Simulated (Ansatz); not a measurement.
# MoN₄H₆: one species, many methods

One table from this session's results is given with a row withheld; the runs are named, their logs left out.

Computed with Ansatz 0.2.0, Gaussian basis. Level: functionals in def2-TZVPP, the program's frozen cores in correlated methods.

Levels to be run: LDA (SPW92), PBE-D4, revPBE-D4, BLYP-D4, r2SCAN-D4, B97M-V, PBE0-D4, B3LYP-D4, r2SCANh-D4, r2SCAN0-D4, HSE06-D4, BHLYP-D4, CAM-B3LYP-D4, LC-ωPBE, ωB97X-V, ωB97M-V, B2PLYP, PBE-QIDH; CCSD(T)/def2-SVP; CCSD(T)/def2-TZVPP; MP2/def2-QZVPP; extrapolation to the limit; RPA on PBE.

**The relaxed structure**

An earlier PBE0-D4 in a triple-zeta def2 set relaxation fixed the geometry. Mo takes the def2 core potential; no spin-orbit term is included.

11 atoms, charge 0, spin multiplicity 1.

Atoms are counted from 1 here; the program's logs count them from 0.

Bond lengths: N1–Mo2 1.733 Å, N1–H6 1.010 Å, Mo2–N3 1.733 Å, Mo2–N4 1.947 Å, Mo2–N5 1.947 Å, N3–H7 1.010 Å, N4–H8 1.007 Å, N4–H9 1.007 Å, N5–H10 1.007 Å, N5–H11 1.007 Å. Angles: Mo2–N1–H6 155.5°, N1–Mo2–N3 115.6°, N1–Mo2–N4 107.2°, N1–Mo2–N5 107.2°, N3–Mo2–N4 107.2°, N3–Mo2–N5 107.2°, N4–Mo2–N5 112.5°, Mo2–N3–H7 155.5°, Mo2–N4–H8 123.5°, Mo2–N4–H9 123.5°, H8–N4–H9 111.7°, Mo2–N5–H10 123.5°, Mo2–N5–H11 123.5°, H10–N5–H11 111.7°.

Geometry (Å):

```mol
H6MoN4
  3D, bonds by distance, orders not assigned

 11 10  0  0  0  0  0  0  0  0999 V2000
   -0.6958    1.6543    0.3530 N   0  0
    0.0819    0.1266    0.1004 Mo  0  0
    1.6322   -0.0591    0.8515 N   0  0
   -1.0850   -1.2437    0.8425 N   0  0
    0.3428   -0.0764   -1.8181 N   0  0
   -0.7833    2.5923    0.7174 H   0  0
    2.4264    0.2304    1.4047 H   0  0
   -0.7454   -2.0784    1.2922 H   0  0
   -2.0686   -1.1049    1.0090 H   0  0
    1.1417   -0.5358   -2.2244 H   0  0
   -0.1815    0.4378   -2.5074 H   0  0
  1  2  8  0
  2  3  8  0
  2  4  8  0
  2  5  8  0
  1  6  8  0
  3  7  8  0
  4  8  8  0
  4  9  8  0
  5 10  8  0
  5 11  8  0
M  END
```

Set-up of the first run:

File in.yaml:

```yaml
crystal:
  periodic: [false, false, false]
  atoms:
    - {symbol: N, position_ang: [-0.695758, 1.654283, 0.352966]}
    - {symbol: Mo, position_ang: [0.081857, 0.126586, 0.100368]}
    - {symbol: N, position_ang: [1.632237, -0.059119, 0.851530]}
    - {symbol: N, position_ang: [-1.085035, -1.243687, 0.842500]}
    - {symbol: N, position_ang: [0.342789, -0.076409, -1.818147]}
    - {symbol: H, position_ang: [-0.783311, 2.592333, 0.717350]}
    - {symbol: H, position_ang: [2.426353, 0.230380, 1.404666]}
    - {symbol: H, position_ang: [-0.745357, -2.078429, 1.292202]}
    - {symbol: H, position_ang: [-2.068612, -1.104915, 1.009003]}
    - {symbol: H, position_ang: [1.141724, -0.535827, -2.224398]}
    - {symbol: H, position_ang: [-0.181487, 0.437802, -2.507440]}
basis:
  gaussian: {orbitals: def2-TZVPP}
hamiltonian: {xc: lda}
output: {orbitals: {seedname: orbitals}}
```

Run with:

```bash
$ ansatz run in.yaml --threads 4 --pin off --events-out ev --progress --plain --max-ram 10444MiB
```

Among the steps run: LDA; PBE-D4 (GGA); revPBE-D4 (GGA); BLYP-D4 (GGA); r2SCAN-D4 (meta-GGA); B97M-V (meta-GGA); PBE0-D4 (hybrid); B3LYP-D4 (hybrid); r2SCANh-D4 (hybrid); r2SCAN0-D4 (hybrid); HSE06-D4 (hybrid); BHLYP-D4 (hybrid); CAM-B3LYP-D4 (range-separated); LC-ωPBE (range-separated); ωB97X-V (range-separated); ωB97M-V (range-separated); B2PLYP (double hybrid); PBE-QIDH (double hybrid).

One of the session's tables, all rows but one given; the rest of the session is left out.

It belongs to the step «Orbital energies across the functionals». 

| functional | HOMO (eV) | gap (eV) |
| --- | --- | --- |
| LDA (SPW92) | -5.54 | 3.76 |
| PBE-D4 | -5.35 | 3.75 |
| revPBE-D4 | -5.28 | 3.75 |
| BLYP-D4 | -5.22 | 3.72 |
| r2SCAN-D4 | -5.62 | 4.12 |
| B97M-V | -5.66 | 4.22 |
| PBE0-D4 | ? | ? |
| B3LYP-D4 | -6.41 | 5.39 |
| r2SCANh-D4 | -6.10 | 4.90 |
| r2SCAN0-D4 | -6.83 | 6.10 |
| HSE06-D4 | -6.23 | 5.06 |
| BHLYP-D4 | -7.81 | 7.96 |
| CAM-B3LYP-D4 | -7.96 | 8.27 |
| LC-ωPBE | -9.30 | 10.74 |
| ωB97X-V | -8.92 | 10.29 |
| ωB97M-V | -8.83 | 10.11 |

**Question.** Estimate the row for PBE0-D4.

The run gave: HOMO (eV): -6.63; gap (eV): 5.84. In the column «HOMO (eV)» it lies between r2SCAN0-D4 (-6.83) and B3LYP-D4 (-6.41).
